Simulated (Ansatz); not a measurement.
What does this script print? It uses Ansatz 0.2.0, Python API.

`cas_brk.py`
```python
# -*- coding: utf-8 -*-
"""Active-space calculation on BrK."""

import ansatz as az

config = {
    "basis_set": "def2-SVP",
}

molecule = (
    az.Crystal.molecule()
    .atom("K", (1.2721, -0.4757, 0.6361))
    .atom("Br", (-1.2426, 0.4155, -0.632))
)

base = (
    molecule.calculation()
    .basis(gaussian=config["basis_set"])  # atom-centred Gaussian functions
    .correlation(active_electrons=6, active_orbitals=7)  # correlation on top of the mean field
)
for method in ["sc_nevpt2"]:
    report = (base if method is None else base.correlation(method)).run().report
    space = report["configurations"]
    state = space["states"][0]
    print(method or "casscf", f"total {report['free_energy_ev'] / 27.211386246:.6f} Ha, active-space state {state['energy']['hartree']:.6f} Ha, mean field {report['reference_energy_ev'] / 27.211386246:.6f} Ha")
    print("  determinants", state["n_determinants"], " natural occupations", [round(n, 3) for n in space["natural_occupations"]])
print("effectively unpaired electrons, sum of min(n, 2 - n):", round(sum(min(n, 2 - n) for n in space["natural_occupations"]), 3))
```

```console
$ python cas_brk.py
sc_nevpt2 total -3171.546083 Ha, active-space state -3171.324715 Ha, mean field -3171.267649 Ha
  determinants 321  natural occupations [1.982, 1.982, 1.976, 0.016, 0.016, 0.015, 0.013]
effectively unpaired electrons, sum of min(n, 2 - n): 0.119
```

Caveats:
- Total energies depend on the basis set; only differences at equal settings carry meaning.
- The geometry is a force-field or estimated start, not a minimum of this method, and the basis set is short of its limit. The active space starts as a window about the frontier orbitals and is then optimised, not chosen by chemistry.
- It ran for 6.4 s on 1 thread of Arm Neoverse V1, on a shared host, peak memory 0.19 GiB.
